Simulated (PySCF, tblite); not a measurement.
# C5H8ClF3Si: geometry, infrared bands and NMR shifts

Aim: predict the infrared bands and NMR shifts of C5H8ClF3Si (`CC[C@]([SiH3])(Cl)C(F)=C(F)F`).

Computed with tblite 0.8.0 and PySCF 2.14.0, with density-fitted response routines of our own, on a single molecule in the gas phase. Atoms are numbered from 0 throughout.

## 1. The molecule as given

18 atoms, charge 0, multiplicity 1; geometry from: force field or distance geometry start.

Bonds of the start (Å): C0–C1 1.49, C1–C2 1.48, C2–Si3 1.87, C2–Cl4 1.79, C2–C5 1.50, C5–F6 1.37, C5–C7 1.32, C7–F8 1.36, C7–F9 1.37, C0–H10 1.12, C0–H11 1.09, C0–H12 1.11, C1–H13 1.12, C1–H14 1.12, Si3–H15 1.44, Si3–H16 1.49, Si3–H17 1.47.

## 2. Geometry optimisation with GFN2-xTB

The job: settings as JSON, then the geometry in Å.

```
{"job": {"kind": "relax", "xc": "GFN2-xTB", "basis": "xTB"}, "charge": 0, "multiplicity": 1}
C      1.993800    -0.413300    -0.488800
C      1.035000    -0.594000     0.640500
C     -0.292500     0.046400     0.499800
Si    -0.225900     1.899800     0.281900
Cl    -1.209700    -0.269500     2.002400
C     -1.099100    -0.510800    -0.632600
F     -0.563100    -0.417800    -1.889700
C     -2.274200    -1.083200    -0.477400
F     -2.872600    -1.553000    -1.609300
F     -2.899400    -1.227300     0.733100
H      1.780800    -1.195500    -1.263000
H      2.020100     0.584300    -0.925100
H      3.000200    -0.645100    -0.085700
H      1.524500    -0.193200     1.563900
H      0.841300    -1.686700     0.814800
H      0.243200     2.333000    -1.008400
H      0.581400     2.525000     1.371300
H     -1.592600     2.407100     0.460600
```

Started as:

```sh
$ OMP_NUM_THREADS=1 python probes_run.py task.json out
```

One launch serves the whole session: the jobs run in the order shown.

**Question.** This job is followed by: GFN2-xTB harmonic vibrations, gas phase; GIAO PBE0/pcSseg-1 NMR shielding, non-relativistic, gas phase. What will the session give for the following? strongest single infrared mode (GFN2-xTB); zero-point energy (GFN2-xTB); 13C shifts against TMS (PBE0/pcSseg-1); 1H shifts against TMS (PBE0/pcSseg-1, means over atoms taken as alike); 29Si shifts against TMS (PBE0/pcSseg-1); 35Cl shifts against HCl (PBE0/pcSseg-1); 19F shifts against CFCl3 (PBE0/pcSseg-1).

As calculated:

| quantity | value |
| --- | --- |
| strongest single infrared mode (GFN2-xTB) | 2298 cm⁻¹, 307 km/mol |
| zero-point energy (GFN2-xTB) | 72.9 kcal/mol |
| 13C shifts against TMS (PBE0/pcSseg-1) | 168.6, 144.4, 59.7, 37.0, 14.5 ppm |
| 1H shifts against TMS (PBE0/pcSseg-1, means over atoms taken as alike) | 4.21, 2.54, 1.92, 1.10 ppm |
| 29Si shifts against TMS (PBE0/pcSseg-1) | -60.6 ppm |
| 35Cl shifts against HCl (PBE0/pcSseg-1) | 287 ppm |
| 19F shifts against CFCl3 (PBE0/pcSseg-1) | -94.4, -106.3, -168.2 ppm |

**Reading.** Relaxing lowered the energy by 0.970 eV in 130 steps; the close pair that moved most is C2–Si3, from 1.867 to 1.932 Å. No mode is imaginary among the 48: a minimum at this level. The strongest single mode, at 2298 cm⁻¹, moves mainly H15. Unscaled tight-binding wavenumbers are off by several per cent, some by more. Its intensities can rank the bands wrongly. At PBE0/pcSseg-1: The largest span, 648 ppm, is at Cl4, where the paramagnetic term is -485 ppm.
